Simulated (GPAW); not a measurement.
Runs of GPAW 26.7.0 on CrN2. Symmetry: Pnnm, No. 58, orthorhombic system. Conventional cell: a = 3.902 Å, b = 4.810 Å, c = 2.784 Å, α = 90.00°, β = 90.00°, γ = 90.00°. Around Cr (site symmetry 2/m) lie 6 N at 2.04 to 2.05 Å. N (site symmetry m) has 1 N at 1.35 Å as nearest neighbours. The cell comes from a database or a generator and needn't be the stable form of this composition.

```tsv
task	level	potentials or basis	k mesh	cutoff (eV)	maxiter	convergence	band path	band points	mesh quality	gap on the mesh (eV)	pressure (GPa)	moment (μB)	largest force (eV/Å)
single point	PBE	GPAW PAW data sets (gpaw-data 1.2.1), pw	5 × 4 × 7	600	120	default	-	-	not flagged	none	(a)	4.23	0.15
band structure	PBEsol	PAW data sets generated in the run's folder for this functional, pw	5 × 4 × 6	800	150	-	GXSYGZURTZ,YT,UX,SR	100	coarse	-	-8.1	(b)	(c)
band structure	LDA	the program's PAW data sets (release 1.2.1) made for this functional, pw	5 × 4 × 6	800	150	-	GXSYGZURTZ,YT,UX,SR	100	coarse	-	-17.8	4.22	0.47
single point	PBEsol	PAW data sets generated in the run's folder for this functional, pw	7 × 6 × 10	800	150	-	-	-	not flagged	none	-8.3	4.25	0.32
single point	LDA	the program's PAW data sets (release 1.2.1) made for this functional, pw	5 × 4 × 7	600	120	default	-	-	not flagged	none	-28.7	4.18	0.30
```

Alike in all rows: spin collinear, ferromagnetic start; cell as given; smearing fermi-dirac 0.05 eV.

Task: Fill in the values left out.

Result: (a) -9.6; (b) 4.27; (c) 0.34.

Caveats: some runs use coarse meshes; only a ferromagnetic start was run, and an antiferromagnetic order may lie lower in energy; the cutoff is short for stress and forces, so pressures can be off by a GPa or more (some runs); a pressure of tens of GPa on the cell as given is suspect, and the run, the potentials or the cell itself is likely at fault (some runs).

A k mesh can miss the band edges.

A gap of «none» marks a metal or a gap under the smearing width.

Not every run made on this cell is shown here.
